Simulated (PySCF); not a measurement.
# H6O6Re ([Re(OH)6]-): the cost of one run

Programs: PySCF 2.14.0, with routines of our own; each step states its level. All values are computed. Atoms count from 0.

## 1. The starting structure

13 atoms, charge -1, states of the metal's open shell are computed; geometry from: model geometry, bond lengths from ionic radii.

## 2. Ligand-field states: state-averaged CASSCF

Job settings and geometry (Å):

```
{"job": {"kind": "lf", "basis": {"metal": "x2c-TZVPall", "ligand": "x2c-SVPall"}, "nevpt": true}, "charge": -1, "metal": "Re", "open_shell": "d2"}
Re     0.000000     0.000000     0.000000
O      0.000000     0.000000     1.910000
H      0.800000     0.000000     2.450000
O      0.000000     0.000000    -1.910000
H     -0.800000     0.000000    -2.450000
O      1.910000     0.000000     0.000000
H      2.450000     0.800000     0.000000
O     -1.910000     0.000000     0.000000
H     -2.450000    -0.800000     0.000000
O      0.000000     1.910000     0.000000
H      0.000000     2.450000     0.800000
O     -0.000000    -1.910000     0.000000
H     -0.000000    -2.450000    -0.800000
```

Level: state-averaged CASSCF of the metal d shell, SC-NEVPT2 on the averaged canonical orbitals, state-interaction spin-orbit coupling.

Command:

```
$ OMP_NUM_THREADS=1 python lf_run.py task.json out
```

The driver reads the jobs from task.json and runs them one after another.

Q: Estimate the wall time and peak memory of this first job on 1 thread of Arm Neoverse V1, shared host.

About 30 s, with a peak of 0.59 GiB.
